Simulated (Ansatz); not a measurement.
# CH₅AlBBrO: small, medium and large basis sets

An exercise on one series of results from a longer session: the logs are not shown, and one member is left open.

The runs use Ansatz 0.2.0, Gaussian basis; one geometry, several basis sets.

Plan: PBE0-D4/def2-SVP; ωB97M-V/def2-SVP; PBE0-D4/def2-QZVPP; ωB97M-V/def2-QZVPP; the functionals' def2-TZVPP values are taken from earlier runs.

**The geometry**

The geometry comes from an earlier relaxation with PBE0-D4 in a triple-zeta def2 set; it is a stationary point, not always the lowest conformer.

10 atoms, charge 0, spin multiplicity 1.

Atoms are counted from 1 here; the program's logs count them from 0.

Bond lengths: B1–C2 1.574 Å, B1–Br3 2.011 Å, B1–H6 1.196 Å, B1–H7 1.274 Å, C2–O4 1.254 Å, C2–H8 1.098 Å, O4–Al5 1.867 Å, Al5–H7 1.810 Å, Al5–H9 1.576 Å, Al5–H10 1.572 Å. Angles: C2–B1–Br3 100.2°, C2–B1–H6 117.8°, C2–B1–H7 108.7°, Br3–B1–H6 114.4°, Br3–B1–H7 108.1°, H6–B1–H7 107.2°, B1–C2–O4 120.3°, B1–C2–H8 123.6°, O4–C2–H8 115.9°, C2–O4–Al5 106.0°, O4–Al5–H7 90.9°, O4–Al5–H9 110.2°, O4–Al5–H10 111.4°, H7–Al5–H9 103.3°, H7–Al5–H10 104.8°, H9–Al5–H10 128.6°, B1–H7–Al5 113.9°.

Coordinates:

```xyz
10

B    -0.0703   -0.4838    1.0276
C    -1.0799   -0.5416   -0.1787
Br    0.7647   -2.3074    0.8797
O    -0.8621    0.1249   -1.2184
Al    0.6984    1.0958   -0.8904
H    -0.5094   -0.2288    2.1104
H     0.8255    0.3846    0.7692
H    -1.9571   -1.2020   -0.2071
H     0.3515    2.6074   -0.6123
H     1.9218    0.4999   -1.6772
```

The first run:

in.yaml reads:

```yaml
crystal:
  periodic: [false, false, false]
  atoms:
    - {symbol: B, position_ang: [-0.070345, -0.483821, 1.027645]}
    - {symbol: C, position_ang: [-1.079885, -0.541645, -0.178735]}
    - {symbol: Br, position_ang: [0.764732, -2.307386, 0.879730]}
    - {symbol: O, position_ang: [-0.862091, 0.124879, -1.218415]}
    - {symbol: Al, position_ang: [0.698398, 1.095825, -0.890373]}
    - {symbol: H, position_ang: [-0.509410, -0.228792, 2.110447]}
    - {symbol: H, position_ang: [0.825511, 0.384616, 0.769229]}
    - {symbol: H, position_ang: [-1.957059, -1.202027, -0.207128]}
    - {symbol: H, position_ang: [0.351470, 2.607389, -0.612336]}
    - {symbol: H, position_ang: [1.921779, 0.499863, -1.677165]}
basis:
  gaussian: {orbitals: def2-SVP}
hamiltonian: {xc: pbe0, dispersion: d4}
output: {orbitals: {seedname: orbitals}}
```

The run is started by

```sh
$ ansatz run in.yaml --threads 4 --pin off --events-out ev --progress --plain --max-ram 10444MiB
```

Among the steps run: PBE0-D4 in def2-SVP; ωB97M-V in def2-SVP; PBE0-D4 in def2-QZVPP; ωB97M-V in def2-QZVPP.

One of the session's tables, all rows but one given; the rest of the session is left out.

It belongs to the step «Density functionals: the series». 

```
functional       basis  HOMO (eV)  LUMO (eV)
   PBE0-D4    def2-SVP          ?          ?
   PBE0-D4  def2-TZVPP      -7.88      -2.68
   PBE0-D4  def2-QZVPP      -7.90      -2.70
   ωB97M-V    def2-SVP      -9.92      -0.37
   ωB97M-V  def2-TZVPP     -10.07      -0.49
   ωB97M-V  def2-QZVPP     -10.09      -0.52
```

**Question.** Estimate the row for PBE0-D4, def2-SVP.

The run gave: HOMO (eV): -7.77; LUMO (eV): -2.63. In the column «HOMO (eV)» it is the highest.
